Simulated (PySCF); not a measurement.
# BSiNH4S (SMILES S[SiH]1BN1): HF/ccECP-aug-cc-pVDZ (core potential)

Aim: the vertical singlet–triplet gap of BSiNH4S at HF/ccECP-aug-cc-pVDZ (core potential), from 2 runs. 

The calculation is run with PySCF 2.14.0.

## (1) The molecule

The species is BSiNH4S (8 atoms), meant as a singlet with charge 0. SMILES: `S[SiH]1BN1`. The shape is that of a PBE0-D4/def2-TZVP optimisation. This is one conformer, not always the lowest.

Bond lengths: S1–Si2 2.130 Å, Si2–B3 1.919 Å, Si2–N4 1.750 Å, B3–N4 1.383 Å, S1–H5 1.344 Å, Si2–H6 1.482 Å, B3–H7 1.188 Å, N4–H8 1.010 Å. Some angles: S1–Si2–B3 124.2°, S1–Si2–N4 118.5°, B3–Si2–N4 44.0°, Si2–B3–N4 61.5°, Si2–N4–B3 74.5°, S1–Si2–H6 108.2°, B3–Si2–H6 127.6°, N4–Si2–H6 114.3°, Si2–S1–H5 95.1°, Si2–B3–H7 162.4°.

## (2) The energy at HF/ccECP-aug-cc-pVDZ (core potential)

job.py reads:

```python
# S[SiH]1BN1
from pyscf import gto, scf

mol = gto.M(
    atom='''
S     -2.198700    -0.554700    -0.360400
Si    -0.326600    -0.039100     0.515400
B      1.350500    -0.825500     0.014200
N      0.999600     0.392100    -0.541100
H     -2.816800     0.582000     0.001900
H     -0.578800     0.932200     1.605800
H      2.264800    -1.577600    -0.080200
H      1.398200     1.033600    -1.211500
''',
    basis='ccecp-aug-cc-pvdz',
    max_memory=1860,
    ecp={'S': 'ccecp', 'Si': 'ccecp', 'B': 'ccecp', 'N': 'ccecp', 'H': 'ccecp'},
    verbose=3,
)

mf = scf.RHF(mol)
mf.conv_tol = 1e-10
mf.kernel()
if not mf.converged:
    mf = mf.newton().run(mf.mo_coeff, mf.mo_occ)

etot = mf.e_tot
print('Final energy', etot)
```

Launch:

```sh
OMP_NUM_THREADS=1 python job.py
```

The log of the run:

```text
converged SCF energy = -28.4805186729513
Final energy -28.480518672951334
```

Run time: 8.4 s. Hardware: 1 thread of Arm Neoverse V2, shared host; peak memory 0.31 GiB.

## (3) The triplet

mol.xyz reads:

```xyz
8

S     -2.198700    -0.554700    -0.360400
Si    -0.326600    -0.039100     0.515400
B      1.350500    -0.825500     0.014200
N      0.999600     0.392100    -0.541100
H     -2.816800     0.582000     0.001900
H     -0.578800     0.932200     1.605800
H      2.264800    -1.577600    -0.080200
H      1.398200     1.033600    -1.211500
```

run.py reads:

```python
from pyscf import gto

mol = gto.Mole()
mol.atom = 'mol.xyz'
mol.verbose = 3
mol.basis = 'ccecp-aug-cc-pvdz'
mol.ecp = 'ccecp'
mol.spin = 2
mol.max_memory = 1860
mol.build()

mf = mol.UHF()
mf.conv_tol = 1e-10
mf.kernel()
if not mf.converged:
    mf = mf.newton().run(mf.mo_coeff, mf.mo_occ)

e_final = mf.e_tot
print(f'total energy: {e_final:.8f} hartree')
```

Launch:

```sh
OMP_NUM_THREADS=1 python run.py
```

The log of the run:

```text
WARN: HOMO -0.00412443646239224 >= LUMO -0.259112033445897

converged SCF energy = -28.3293502308035  <S^2> = 2.0140794  2S+1 = 3.0093716
total energy: -28.32935023 hartree
```

Wall time 12 s (1 thread of Arm Neoverse V2, shared host); peak memory 0.33 GiB.

## (4) Outcome

At HF/ccECP-aug-cc-pVDZ (core potential):

| quantity | value |
| --- | --- |
| singlet: total energy | -28.48052 Eh |
| singlet: dipole moment | 1.84 D |
| singlet: HOMO energy | -9.60 eV |
| singlet: LUMO energy | 1.41 eV |
| singlet: HOMO–LUMO gap | 11.01 eV |
| triplet: total energy | -28.32935 Eh |
| triplet: dipole moment | 2.60 D |
| triplet: HOMO energy (highest over α and β) | -5.33 eV |
| triplet: LUMO energy (lowest over α and β) | -0.81 eV |
| triplet: ⟨S²⟩ | 2.014 |
| vertical energy of the triplet above the singlet | 4.114 eV |

What this shows: At this shape the triplet lies 4.11 eV (397 kJ/mol) above the singlet.
